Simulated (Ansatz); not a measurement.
# HfAs4: the cost of one run

Program: Ansatz 0.2.0. Level of theory: DFT PBE, scalar-relativistic, plane waves, PAW. These are calculated values, not measurements.

## 1. The starting structure

The structure is tetragonal, space group P4/mmm (No. 123). Conventional cell: a = 4.581 Å, b = 4.581 Å, c = 6.478 Å, α = 90.00°, β = 90.00°, γ = 90.00°. Hf (site symmetry 4/mmm) has 8 As at 2.81 Å as nearest neighbours. As (site symmetry 2mm) is surrounded by 2 Hf at 2.81 Å.

Structure file:

```cif
data_structure
_symmetry_space_group_name_H-M 'P 1'
_symmetry_Int_Tables_number 1
_cell_length_a 4.5805
_cell_length_b 4.5805
_cell_length_c 6.4779
_cell_angle_alpha 90.000
_cell_angle_beta 90.000
_cell_angle_gamma 90.000
_cell_volume 135.91
loop_
_atom_site_label
_atom_site_type_symbol
_atom_site_fract_x
_atom_site_fract_y
_atom_site_fract_z
_atom_site_occupancy
Hf1 Hf 0.00000 0.00000 0.00000 1
As1 As 0.50000 0.00000 0.25000 1
As2 As 0.00000 0.50000 0.75000 1
As3 As 0.50000 0.00000 0.75000 1
As4 As 0.00000 0.50000 0.25000 1
```

The cell is invented: ordered vacancies on the cation sites of fluorite (P4/mmm, No. 123). The dimensions are guesses.

## 2. A first look at the guess

input.yaml

```yaml
crystal:
  lattice:
    - [4.58054582, 0.0, 0.0]
    - [0.0, 4.58054582, 0.0]
    - [0.0, 0.0, 6.47787002]
  atoms:
    - { symbol: Hf, position: [0.0, 0.0, 0.0] }
    - { symbol: As, position: [0.5, 0.0, 0.25] }
    - { symbol: As, position: [0.0, 0.5, 0.75] }
    - { symbol: As, position: [0.5, 0.0, 0.75] }
    - { symbol: As, position: [0.0, 0.5, 0.25] }
basis:
  ecutwfc: 420
kpoints:
  mp_grid: { grid: [4, 4, 4] }
hamiltonian:
  xc: pbe
scf:
  occupations: { method: gaussian, width: 0.1 }
  lower_state_search: "off"
output:
  forces: true
  stress: true
  eigenvalues: true
```

On the command line:

```sh
$ ansatz run input.yaml --threads 1 --pin off --max-ram 2048MiB --backend cpu --events-out ev --progress --plain --runs-dir out
```

What time and memory should one allow on 1 thread of Arm Neoverse N1, shared host?

About 13 s, with a peak of 0.42 GiB.
